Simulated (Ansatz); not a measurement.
# SnPb3Se4: one candidate of a structure search

Where does this trial cell of SnPb3Se4 go when cell and atoms are let free?

Method: DFT PBE, scalar-relativistic, plane waves, PAW, in Ansatz 0.2.0.

## Step 1: Starting point

Symmetry: I4/mmm, No. 139, tetragonal system. Conventional cell: a = 6.163 Å, b = 6.163 Å, c = 12.326 Å, α = 90.00°, β = 90.00°, γ = 90.00°. Sn (site symmetry 4/mmm) is surrounded by 6 Se at 3.08 Å. Pb (site symmetry -4m2) is surrounded by 6 Se at 3.08 Å. Around Pb (site symmetry 4/mmm) lie 6 Se at 3.08 Å. Around Se (site symmetry mmm) lie 4 Pb at 3.08 Å and 2 Sn at 3.08 Å. Se (site symmetry 4mm) is surrounded by 1 Sn at 3.08 Å and 5 Pb at 3.08 Å.

As a file:

```
Sn Pb Se
1.0
    -3.08143    3.08143    6.16286
     3.08143   -3.08143    6.16286
     3.08143    3.08143   -6.16286
Sn Pb Se
1 3 4
Direct
  0.00000 0.00000 0.00000
  0.75000 0.25000 0.50000
  0.25000 0.75000 0.50000
  0.50000 0.50000 0.00000
  0.50000 0.00000 0.50000
  0.00000 0.50000 0.50000
  0.25000 0.25000 0.00000
  0.75000 0.75000 0.00000
```

The start is an ordering of an alloy on its end members' structure types: elements ordered on the sites of the PbSe type, Pb/Sn on Pb (I4/mmm, No. 139).

## Step 2: A first look at the guess

Input file input.yaml:

```yaml
crystal:
  lattice:
    - [-3.08142914, 3.08142914, 6.16285827]
    - [3.08142914, -3.08142914, 6.16285827]
    - [3.08142914, 3.08142914, -6.16285827]
  atoms:
    - { symbol: Sn, position: [0.0, 0.0, 0.0] }
    - { symbol: Pb, position: [0.75, 0.25, 0.5] }
    - { symbol: Pb, position: [0.25, 0.75, 0.5] }
    - { symbol: Pb, position: [0.5, 0.5, 0.0] }
    - { symbol: Se, position: [0.5, 0.0, 0.5] }
    - { symbol: Se, position: [0.0, 0.5, 0.5] }
    - { symbol: Se, position: [0.25, 0.25, 0.0] }
    - { symbol: Se, position: [0.75, 0.75, 0.0] }
basis:
  ecutwfc: 420
kpoints:
  mp_grid: { grid: [4, 4, 4] }
hamiltonian:
  xc: pbe
scf:
  occupations: { method: gaussian, width: 0.1 }
  lower_state_search: "off"
output:
  forces: true
  stress: true
  eigenvalues: true
```

The run is started by

```console
$ ansatz run input.yaml --threads 1 --pin off --max-ram 2560MiB --backend cpu --events-out ev --progress --plain --runs-dir out
```

The program printed, cut to the lines that bear on the results:

```text
[...]
SCF converged after 7 iterations
Free energy (F): -63623.939705 eV
[...]
E sigma→0 (E₀):  -63623.937382 eV
Entropy (-TS):   -0.004646 eV (-0.581 meV/atom)
Fermi energy:    8.787931 eV
[...]
--- Forces (eV/Å), atoms counted from 1 ---
  atom   1  Sn     0.00000000     0.00000000     0.00000000
  atom   2  Pb    -0.00000000     0.00000000     0.00000000
  atom   3  Pb     0.00000000    -0.00000000     0.00000000
  atom   4  Pb     0.00000000     0.00000000    -0.00000000
  atom   5  Se     0.00000000     0.00000000    -0.00000000
  atom   6  Se     0.00000000     0.00000000    -0.00000000
  atom   7  Se     0.00000000    -0.00000000    -0.19226807
  atom   8  Se     0.00000000    -0.00000000     0.19226807
[...]
--- Stress (GPa, compression-positive) ---
        0.591208       0.000000       0.000000
        0.000000       0.591208      -0.000000
        0.000000       0.000000       0.121205
  P = ⅓ Tr σ = 0.4345 GPa (4.345 kbar)
--- Band table (eV; the first three rows and the last of 13) ---
[...]
```

Wall time 11 s (1 thread of Intel Xeon 6975P-C (Granite Rapids), shared host); peak memory 0.64 GiB.

From the probe: pressure 0.4 GPa, largest force 0.19 eV/Å, gap on this mesh none (metal). The relaxation goes to the converged mesh at once.

## Step 3: Final relaxation

Edit input.yaml of step 2 so:

```diff
@@ -17,3 +17,3 @@
 kpoints:
-  mp_grid: { grid: [4, 4, 4] }
+  mp_grid: { grid: [10, 10, 10] }
 hamiltonian:
@@ -22,3 +22,2 @@
   occupations: { method: gaussian, width: 0.1 }
-  lower_state_search: "off"
 output:
@@ -27 +26,10 @@
   eigenvalues: true
+  write_density: true
+  write_potential: true
+  elf: true
+  volumetric_format: npy
+relax:
+  adjacent_minimum: "off"
+  f_tol: 0.01
+  max_steps: 80
+  cell: { stress_tol: 0.05 }
```

The run is started by

```console
$ ansatz run input.yaml --threads 1 --pin off --max-ram 2560MiB --backend cpu --events-out ev --progress --plain --runs-dir out
```

The program printed, cut to the lines that bear on the results:

```text
Warning: RAYON_NUM_THREADS=1 ignored (pool sized by the plan → 1); use --threads N
[...]
Pseudopotentials: kind: paw
Pseudopotential: Sn, paw, valence charge 14, recommended cutoff 420 eV (normal), Sn.paw.azcp
Pseudopotential: Pb, paw, valence charge 14, recommended cutoff 420 eV (normal), Pb.paw.azcp
Pseudopotential: Se, paw, valence charge 16, recommended cutoff 420 eV (normal), Se.paw.azcp
Functional definition: PBE
[...]
Crystal: 8 atoms, lattice volume = 234.070 Å³
Basis set: ecut = 420 eV, 4589 PW (Γ), exchange–correlation on 108×108×108 points (8 copies of the dense FFT grid, shifted against one another)
Bands: 72, of which v1, the nominal top of the filled ones, is band 60 counted from 1 (59 counted from 0)
Symmetry: 16 space group operations
Space group: I4/mmm (ITA 139), of the structure as read, at distance tolerance 6.2e-5 Å
k-points: 102 of 1000
[...]
--- Relaxed structure (3 steps of the walk, 3 accepted, 1 SCFs on fresh bases) ---
  F+E_penalty+E_count = -63623.99625417 eV   max|allowed force component| = 4.415e-3 eV/Å   (the final SCF, on the basis selected at the relaxed cell)
  cell:  # Å, volume = 236.2145 Å³
    - [-3.0908918652672144, 3.0908918652672144, 6.181288507894392]
    - [3.0908918652672144, -3.0908918652672144, 6.181288507894392]
    - [3.0908918652672144, 3.0908918652672144, -6.181288507894392]
  atoms:
    - { symbol: Sn, position: [1.2314765121798805e-19, 1.2314765121798812e-19, 7.190078537486174e-35] }
    - { symbol: Pb, position: [0.75, 0.2500000000000001, 0.5] }
    - { symbol: Pb, position: [0.2500000000000001, 0.75, 0.5] }
    - { symbol: Pb, position: [0.5000000000000001, 0.5000000000000001, -1.0586089782246925e-34] }
    - { symbol: Se, position: [0.5, 1.2314765121798808e-19, 0.5] }
    - { symbol: Se, position: [1.2314765121798805e-19, 0.5, 0.5] }
    - { symbol: Se, position: [0.24610061897994423, 0.24610061897994423, -1.7040798680919174e-35] }
    - { symbol: Se, position: [0.753899381020056, 0.753899381020056, -1.3036907595947524e-35] }
```

Run time: 5.6 min. Hardware: 1 thread of Intel Xeon 6975P-C (Granite Rapids), shared host; peak memory 1.4 GiB.

Relaxation path:

| step | energy from step 1 (eV/cell) | largest force component (eV/Å) | pressure (GPa) | volume (Å³) |
| --- | --- | --- | --- | --- |
| 1 | 0.0000 | 0.1753 | 0.46 | 234.07 |
| 2 | -0.0091 | 0.0383 | -0.29 | 237.70 |
| 3 | -0.0110 | 0.0044 | 0.00 | 236.21 |
| 4 | -0.0112 | 0.0044 | 0.00 | 236.21 |

Step 1 is the start. Step 4 repeats the geometry before it on a plane-wave basis chosen anew for that cell, so its energy need not be comparable with the rows above.

Lengths and angles in the start's conventional setting:

|  | before | after | change |
| --- | --- | --- | --- |
| a (Å) | 6.163 | 6.182 | +0.3 % |
| b (Å) | 6.163 | 6.182 | +0.3 % |
| c (Å) | 12.326 | 12.363 | +0.3 % |
| volume (Å³/atom) | 29.26 | 29.53 | +0.9 % |
| shortest distance (Å) | 3.081 | 3.042 | -1.3 % |
| space group (0.01 Å) | I4/mmm | I4/mmm | same |

Forces and stress were held to the start's 16 operations: a distortion of lower symmetry was not tested.

The maps below are laid out on this run's own conventional cell (a, b, c = 6.182, 6.182, 12.363 Å).

Density in a lattice plane of the grid's cell (edges 6.18 and 12.36 Å, at 0.000 of the third edge), which holds Sn and Pb and Se.

Ten even steps from '0' (0.05 e/Å³) to '9' (45.31 e/Å³):
```
000000000000
000000000000
000000000000
100000000000
810000200001
000000000000
000000000000
000000000000
000000000000
200001910000
000000000000
000000000000
000000000000
000000000000
810000200001
100000000000
000000000000
000000000000
000000000000
310001910001
```
Columns run along the first of these edges and rows up along the second, over one cell in 12 and 20 even steps from the bottom left corner. Atoms in the plane (fractional): Sn at (0.00, 0.00), Pb at (0.50, 0.75), Pb at (0.50, 0.25), Pb at (0.00, 0.50), Se at (0.50, 0.50), Se at (0.50, 0.00), Se at (0.00, 0.25), Se at (0.00, 0.75).

ELF in the same plane.

Values, 12 rows by 6 columns:
```
0.33 0.24 0.50 0.77 0.50 0.24
0.77 0.53 0.20 0.38 0.20 0.53
0.11 0.77 0.38 0.01 0.38 0.77
0.75 0.48 0.21 0.38 0.21 0.48
0.39 0.21 0.52 0.77 0.52 0.21
0.01 0.38 0.77 0.10 0.77 0.38
0.39 0.21 0.52 0.77 0.52 0.21
0.75 0.48 0.21 0.38 0.21 0.48
0.11 0.77 0.38 0.01 0.38 0.77
0.77 0.53 0.20 0.38 0.20 0.53
0.33 0.24 0.50 0.77 0.50 0.24
0.01 0.34 0.76 0.10 0.76 0.34
```
Columns run along the first of these edges and rows up along the second, over one cell in 6 and 12 even steps from the bottom left corner. Atoms in the plane (fractional): Sn at (0.00, 0.00), Pb at (0.50, 0.75), Pb at (0.50, 0.25), Pb at (0.00, 0.50), Se at (0.50, 0.50), Se at (0.50, 0.00), Se at (0.00, 0.25), Se at (0.00, 0.75).

Both are smooth fields of the valence electrons: close to the nuclei they are not physical.

Outside the cores ELF peaks at 0.80 in the shell around Se, 0.8 Å from Se.

## Step 4: Summary of results

| quantity | value |
| --- | --- |
| symmetry at the end (tolerance 0.05 Å) | space group I4/mmm (No. 139) |
| conventional cell | a = 6.182 Å, b = 6.182 Å, c = 12.363 Å, α = 90.00°, β = 90.00°, γ = 90.00° |
| volume | 29.53 Å³/atom |
| energy over the elements, grey Sn | -0.53 eV/atom |
| gap on the mesh | none (metal) |

In words: The space group I4/mmm (No. 139) is kept, and the volume per atom grows by 0.9 % from the first guess. It lies below the elements, which doesn't yet make it stable: competing phases were not computed in this session. No finished test with a distortion of lower symmetry is shown, so the end may be a saddle point. The runs treat Pb without spin-orbit coupling.

Counted by bands, a gap of 0.02 to 0.03 eV stays open on the mesh in 2 runs that read as metallic: the smearing reaches across it.
